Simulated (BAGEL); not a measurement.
# C2F6O (SMILES FC(F)(F)OC(F)(F)F), step by step

We compute a series of 8 runs (RI-MP2/def2-SVP) of C2F6O. 

Program for the calculation: BAGEL 1.2.2.

## Step 1: The system as given

C2F6O: 9 atoms, total charge 0, spin state singlet. As SMILES, `FC(F)(F)OC(F)(F)F`. One bond was lengthened or shortened from a relaxed shape.

Bond lengths: F1–C2 1.316 Å, C2–F3 1.325 Å, C2–F4 1.324 Å, C2–O5 1.165 Å, O5–C6 1.371 Å, C6–F7 1.316 Å, C6–F8 1.324 Å, C6–F9 1.325 Å. Some angles: F1–C2–F3 109.4°, F1–C2–F4 108.9°, F1–C2–O5 106.5°, F3–C2–F4 108.3°, F3–C2–O5 112.3°, F4–C2–O5 111.4°, C2–O5–C6 120.1°, O5–C6–F7 106.5°, O5–C6–F8 111.4°, O5–C6–F9 112.3°.

## Step 2: The energy at RI-MP2/def2-SVP (density fitting with svp-jkfit) (run 1)

input.json

```json
{ "bagel": [

{
  "title": "molecule",
  "basis": "svp",
  "df_basis": "svp-jkfit",
  "angstrom": false,
  "geometry": [
    { "atom": "F", "xyz": [     3.86566156,    -0.59307543,    -1.52894717 ] },
    { "atom": "C", "xyz": [     1.41103960,    -0.67807531,    -1.13461802 ] },
    { "atom": "F", "xyz": [     0.24339672,     0.70669710,    -2.86407647 ] },
    { "atom": "F", "xyz": [     0.63553379,    -3.04559979,    -1.36886847 ] },
    { "atom": "O", "xyz": [     1.07837221,     0.07857481,     0.90687957 ] },
    { "atom": "C", "xyz": [    -1.29058846,     0.82467648,     1.64559241 ] },
    { "atom": "F", "xyz": [    -1.25876547,     0.92052339,     4.13109249 ] },
    { "atom": "F", "xyz": [    -1.85213947,     3.09491786,     0.75555030 ] },
    { "atom": "F", "xyz": [    -3.06734675,    -0.77444756,     0.89862146 ] }
  ]
},

{
  "title": "hf",
  "charge": 0
},

{
  "title": "mp2",
  "charge": 0,
  "ncore": 9
}

]}
```

The run is started by

```console
$ BAGEL_NUM_THREADS=1 BAGEL input.json > input.out
```

What it wrote:

```text
* using 1 threads per process

  ===============================================================
  ===============================================================

  *** Geometry ***

  { "atom" : "F", "xyz" : [      3.865662,     -0.593075,     -1.528947 ] },
  { "atom" : "C", "xyz" : [      1.411040,     -0.678075,     -1.134618 ] },
  { "atom" : "F", "xyz" : [      0.243397,      0.706697,     -2.864076 ] },
  { "atom" : "F", "xyz" : [      0.635534,     -3.045600,     -1.368868 ] },
  { "atom" : "O", "xyz" : [      1.078372,      0.078575,      0.906880 ] },
  { "atom" : "C", "xyz" : [     -1.290588,      0.824676,      1.645592 ] },
  { "atom" : "F", "xyz" : [     -1.258765,      0.920523,      4.131092 ] },
  { "atom" : "F", "xyz" : [     -1.852139,      3.094918,      0.755550 ] },
  { "atom" : "F", "xyz" : [     -3.067347,     -0.774448,      0.898621 ] },

  Number of auxiliary basis functions:      689

  Since a DF basis is specified, we compute 2- and 3-index integrals:
    o Being stored without compression. Storage requirement is 0.088 GB

  Number of basis functions:      126
  Number of electrons      :       74

    * METHOD: MOLECULE                             0.63

  *** RHF ***

  === Nuclear Repulsion ===
   582.3505024074

      * DIIS with orbital gradients will be used.

  === RHF iteration (svp) ===
      0       -746.13640453          0.02088679           0.30
      1       -746.46152513          0.01320839           0.28
      2       -746.61783871          0.00104008           0.28
      3       -746.61958969          0.00043644           0.28
      4       -746.61984192          0.00007045           0.28
      5       -746.61985461          0.00001257           0.28
      6       -746.61985496          0.00000472           0.27
      7       -746.61985499          0.00000112           0.28
      8       -746.61985499          0.00000039           0.29
      9       -746.61985499          0.00000013           0.30
     10       -746.61985499          0.00000006           0.30
     11       -746.61985499          0.00000001           0.29
     12       -746.61985499          0.00000000           0.29
    * SCF iteration converged.

    * Permanent dipole moment:
           (    0.136087,    -0.144565,    -0.319839) a.u.

    * METHOD: HF                                   4.17

  *** RHF ***

  === Nuclear Repulsion ===
   582.3505024074

      * DIIS with orbital gradients will be used.

  === RHF iteration (svp) ===
      0       -746.61985499          0.00000000           0.29
    * SCF iteration converged.

    * Permanent dipole moment:
           (    0.136087,    -0.144565,    -0.319839) a.u.

  === DF-MP2 calculation ===

    * freezing 9 orbitals
    * 3-index integral transformation done
    * assembly done

      MP2 correlation energy:   -1.5209835671      0.34

      MP2 total energy:       -748.1408385552

    * METHOD: MP2                                  0.95

  ===============================================================
```

Run time: 6 s. Hardware: 1 thread of Arm Neoverse V1, shared host; peak memory 0.28 GiB.

## Step 3: Bond 5-2 at 1.371 A: the energy at RI-MP2/def2-SVP (density fitting with svp-jkfit) (run 2)

mp2.json

```json
{ "bagel" : [

{
  "title" : "molecule",
  "basis" : "svp",
  "df_basis" : "svp-jkfit",
  "geometry" : [
    { "atom" : "F", "xyz" : [     3.92437535,    -0.72661859,    -1.88925180 ] },
    { "atom" : "C", "xyz" : [     1.46975339,    -0.81161847,    -1.49492265 ] },
    { "atom" : "F", "xyz" : [     0.30211052,     0.57315393,    -3.22438110 ] },
    { "atom" : "F", "xyz" : [     0.69424758,    -3.17914295,    -1.72917310 ] },
    { "atom" : "O", "xyz" : [     1.07837221,     0.07857481,     0.90687957 ] },
    { "atom" : "C", "xyz" : [    -1.29058846,     0.82467648,     1.64559241 ] },
    { "atom" : "F", "xyz" : [    -1.25876547,     0.92052339,     4.13109249 ] },
    { "atom" : "F", "xyz" : [    -1.85213947,     3.09491786,     0.75555030 ] },
    { "atom" : "F", "xyz" : [    -3.06734675,    -0.77444756,     0.89862146 ] }
  ]
},

{
  "title" : "hf"
},

{
  "title" : "mp2",
  "ncore" : 9
}

]}
```

The run is started by

```console
$ BAGEL_NUM_THREADS=1 BAGEL mp2.json > mp2.out
```

What it wrote:

```text
* using 1 threads per process

  ===============================================================
  ===============================================================

  *** Geometry ***

  { "atom" : "F", "xyz" : [      3.924375,     -0.726619,     -1.889252 ] },
  { "atom" : "C", "xyz" : [      1.469753,     -0.811618,     -1.494923 ] },
  { "atom" : "F", "xyz" : [      0.302111,      0.573154,     -3.224381 ] },
  { "atom" : "F", "xyz" : [      0.694248,     -3.179143,     -1.729173 ] },
  { "atom" : "O", "xyz" : [      1.078372,      0.078575,      0.906880 ] },
  { "atom" : "C", "xyz" : [     -1.290588,      0.824676,      1.645592 ] },
  { "atom" : "F", "xyz" : [     -1.258765,      0.920523,      4.131092 ] },
  { "atom" : "F", "xyz" : [     -1.852139,      3.094918,      0.755550 ] },
  { "atom" : "F", "xyz" : [     -3.067347,     -0.774448,      0.898621 ] },

  Number of auxiliary basis functions:      689

  Since a DF basis is specified, we compute 2- and 3-index integrals:
    o Being stored without compression. Storage requirement is 0.088 GB

  Number of basis functions:      126
  Number of electrons      :       74

    * METHOD: MOLECULE                             0.64

  *** RHF ***

  === Nuclear Repulsion ===
   565.5772295808

      * DIIS with orbital gradients will be used.

  === RHF iteration (svp) ===
      0       -746.16987547          0.02121453           0.30
      1       -746.49777443          0.01349480           0.30
      2       -746.66194089          0.00096495           0.29
      3       -746.66371835          0.00036070           0.29
      4       -746.66389510          0.00007343           0.28
      5       -746.66390768          0.00001172           0.28
      6       -746.66390801          0.00000382           0.28
      7       -746.66390803          0.00000113           0.28
      8       -746.66390803          0.00000039           0.28
      9       -746.66390803          0.00000013           0.28
     10       -746.66390803          0.00000006           0.28
     11       -746.66390803          0.00000002           0.28
     12       -746.66390803          0.00000001           0.28
    * SCF iteration converged.

    * Permanent dipole moment:
           (    0.012349,     0.000907,     0.010383) a.u.

    * METHOD: HF                                   4.16

  *** RHF ***

  === Nuclear Repulsion ===
   565.5772295808

      * DIIS with orbital gradients will be used.

  === RHF iteration (svp) ===
      0       -746.66390803          0.00000000           0.29
    * SCF iteration converged.

    * Permanent dipole moment:
           (    0.012349,     0.000907,     0.010383) a.u.

  === DF-MP2 calculation ===

    * freezing 9 orbitals
    * 3-index integral transformation done
    * assembly done

      MP2 correlation energy:   -1.5275930089      0.35

      MP2 total energy:       -748.1915010392

    * METHOD: MP2                                  0.96

  ===============================================================
```

It took 6 s on 1 thread of Arm Neoverse V1, shared host; peak memory 0.28 GiB.

Runs 3 to 6 aren't shown in full; the table further down has their settings and results.

## Step 4: Bond 5-2 at 3.154 A: the energy at RI-MP2/def2-SVP (density fitting with svp-jkfit) (run 7)

mp2.json

```json
{ "bagel" : [

{
  "title" : "molecule",
  "basis" : "svp",
  "df_basis" : "svp-jkfit",
  "angstrom" : false,
  "geometry" : [
    { "atom" : "F", "xyz" : [     4.43318222,    -1.88389443,    -5.01166518 ] },
    { "atom" : "C", "xyz" : [     1.97856026,    -1.96889431,    -4.61733603 ] },
    { "atom" : "F", "xyz" : [     0.81091738,    -0.58412190,    -6.34679448 ] },
    { "atom" : "F", "xyz" : [     1.20305445,    -4.33641879,    -4.85158648 ] },
    { "atom" : "O", "xyz" : [     1.07837221,     0.07857481,     0.90687957 ] },
    { "atom" : "C", "xyz" : [    -1.29058846,     0.82467648,     1.64559241 ] },
    { "atom" : "F", "xyz" : [    -1.25876547,     0.92052339,     4.13109249 ] },
    { "atom" : "F", "xyz" : [    -1.85213947,     3.09491786,     0.75555030 ] },
    { "atom" : "F", "xyz" : [    -3.06734675,    -0.77444756,     0.89862146 ] }
  ]
},

{
  "title" : "hf"
},

{
  "title" : "mp2",
  "ncore" : 9
}

]}
```

The run is started by

```console
$ BAGEL_NUM_THREADS=1 BAGEL mp2.json > mp2.out
```

What it wrote:

```text
* using 1 threads per process

  ===============================================================
  ===============================================================

  *** Geometry ***

  { "atom" : "F", "xyz" : [      4.433182,     -1.883894,     -5.011665 ] },
  { "atom" : "C", "xyz" : [      1.978560,     -1.968894,     -4.617336 ] },
  { "atom" : "F", "xyz" : [      0.810917,     -0.584122,     -6.346794 ] },
[... 5 lines of this table left out ...]
  { "atom" : "F", "xyz" : [     -3.067347,     -0.774448,      0.898621 ] },

  Number of auxiliary basis functions:      689

  Since a DF basis is specified, we compute 2- and 3-index integrals:
    o Being stored without compression. Storage requirement is 0.088 GB

  Number of basis functions:      126
  Number of electrons      :       74

    * METHOD: MOLECULE                             0.59

  *** RHF ***

  === Nuclear Repulsion ===
   476.9459157067

      * DIIS with orbital gradients will be used.

  === RHF iteration (svp) ===
      0       -745.69236425          0.02313230           0.30
      1       -745.02525592          0.02729873           0.29
      2       -746.17154565          0.01010781           0.27
[... 23 lines of this table left out ...]
     26       -746.36322713          0.00000001           0.29
    * SCF iteration converged.

    * Permanent dipole moment:
           (   -0.725850,     0.952028,     2.341051) a.u.

    * METHOD: HF                                   7.96

  *** RHF ***

  === Nuclear Repulsion ===
   476.9459157067

      * DIIS with orbital gradients will be used.

  === RHF iteration (svp) ===
      0       -746.36322713          0.00000000           0.28
    * SCF iteration converged.

    * Permanent dipole moment:
           (   -0.725850,     0.952028,     2.341051) a.u.

  === DF-MP2 calculation ===

    * freezing 9 orbitals
    * 3-index integral transformation done
    * assembly done

      MP2 correlation energy:   -1.6241328816      0.34

      MP2 total energy:       -747.9873600161

    * METHOD: MP2                                  0.93

  ===============================================================
```

Wall time 9.6 s (1 thread of Arm Neoverse V1, shared host); peak memory 0.28 GiB.

## Step 5: Bond 5-2 at 3.839 A: a single-point energy at RI-MP2/def2-SVP (density fitting with svp-jkfit) (run 8)

input.json

```json
{ "bagel": [

{
  "title": "molecule",
  "basis": "svp",
  "df_basis": "svp-jkfit",
  "geometry": [
    { "atom": "F", "xyz": [  4.62887280, -2.32899107, -6.21256723 ] },
    { "atom": "C", "xyz": [  2.17425085, -2.41399095, -5.81823808 ] },
    { "atom": "F", "xyz": [  1.00660797, -1.02921855, -7.54769653 ] },
    { "atom": "F", "xyz": [  1.39874504, -4.78151543, -6.05248853 ] },
    { "atom": "O", "xyz": [  1.07837221,  0.07857481,  0.90687957 ] },
    { "atom": "C", "xyz": [ -1.29058846,  0.82467648,  1.64559241 ] },
    { "atom": "F", "xyz": [ -1.25876547,  0.92052339,  4.13109249 ] },
    { "atom": "F", "xyz": [ -1.85213947,  3.09491786,  0.75555030 ] },
    { "atom": "F", "xyz": [ -3.06734675, -0.77444756,  0.89862146 ] }
  ]
},
{ "title": "hf" },
{ "title": "mp2", "ncore": 9 }

]}
```

The run is started by

```console
$ BAGEL_NUM_THREADS=1 BAGEL input.json > input.out
```

What it wrote:

```text
* using 1 threads per process

  ===============================================================
  ===============================================================

  *** Geometry ***

  { "atom" : "F", "xyz" : [      4.628873,     -2.328991,     -6.212567 ] },
  { "atom" : "C", "xyz" : [      2.174251,     -2.413991,     -5.818238 ] },
  { "atom" : "F", "xyz" : [      1.006608,     -1.029219,     -7.547697 ] },
[... 5 lines of this table left out ...]
  { "atom" : "F", "xyz" : [     -3.067347,     -0.774448,      0.898621 ] },

  Number of auxiliary basis functions:      689

  Since a DF basis is specified, we compute 2- and 3-index integrals:
    o Being stored without compression. Storage requirement is 0.088 GB

  Number of basis functions:      126
  Number of electrons      :       74

    * METHOD: MOLECULE                             0.58

  *** RHF ***

  === Nuclear Repulsion ===
   457.3193097452

      * DIIS with orbital gradients will be used.

  === RHF iteration (svp) ===
      0       -745.64132899          0.02327657           0.29
      1       -744.99378962          0.02752231           0.28
      2       -746.12661056          0.01016738           0.28
[... 27 lines of this table left out ...]
     30       -746.31709576          0.00000001           0.27
    * SCF iteration converged.

    * Permanent dipole moment:
           (   -0.846102,     1.180432,     2.948444) a.u.

    * METHOD: HF                                   9.06

  *** RHF ***

  === Nuclear Repulsion ===
   457.3193097452

      * DIIS with orbital gradients will be used.

  === RHF iteration (svp) ===
      0       -746.31709576          0.00000001           0.28
      1       -746.31709576          0.00000002           0.27
      2       -746.31709576          0.00000000           0.28
    * SCF iteration converged.

    * Permanent dipole moment:
           (   -0.846102,     1.180433,     2.948446) a.u.

  === DF-MP2 calculation ===

    * freezing 9 orbitals
    * 3-index integral transformation done
    * assembly done

      MP2 correlation energy:   -1.6757132420      0.33

      MP2 total energy:       -747.9928090042

    * METHOD: MP2                                  1.47

  ===============================================================
```

Run time: 11 s. Hardware: 1 thread of Arm Neoverse V1, shared host; peak memory 0.28 GiB.

## Step 6: Overview of the runs

```csv
run,partner,energy (Eh),correlation energy (mEh),wall time
1,bond 5-2 at 1.166 A,-748.140839,-1521.0,6 s
2,bond 5-2 at 1.371 A,-748.191501,-1527.6,6 s
3,bond 5-2 at 1.577 A,-748.171318,-1536.8,6.3 s
4,bond 5-2 at 1.851 A,-748.120814,-1551.3,6.9 s
5,bond 5-2 at 2.194 A,-748.063207,-1569.5,7.2 s
6,bond 5-2 at 2.605 A,-748.016248,-1591.2,8.4 s
7,bond 5-2 at 3.154 A,-747.987360,-1624.1,9.6 s
8,bond 5-2 at 3.839 A,-747.992809,-1675.7,11 s
```

## Step 7: Outcome

| quantity | value |
| --- | --- |
| bond 5-2 at 3.839 A: total energy | -747.99281 Eh |
| bond 5-2 at 3.839 A: correlation energy (9 core orbitals frozen) | -1675.7 mEh |

The lowest energy is that of run 2; the highest lies 5.555 eV above it. In runs 6, 7, 8 a closed-shell determinant meets a far-stretched bond, which it describes badly. All runs together took 62 s, the longest 11 s.
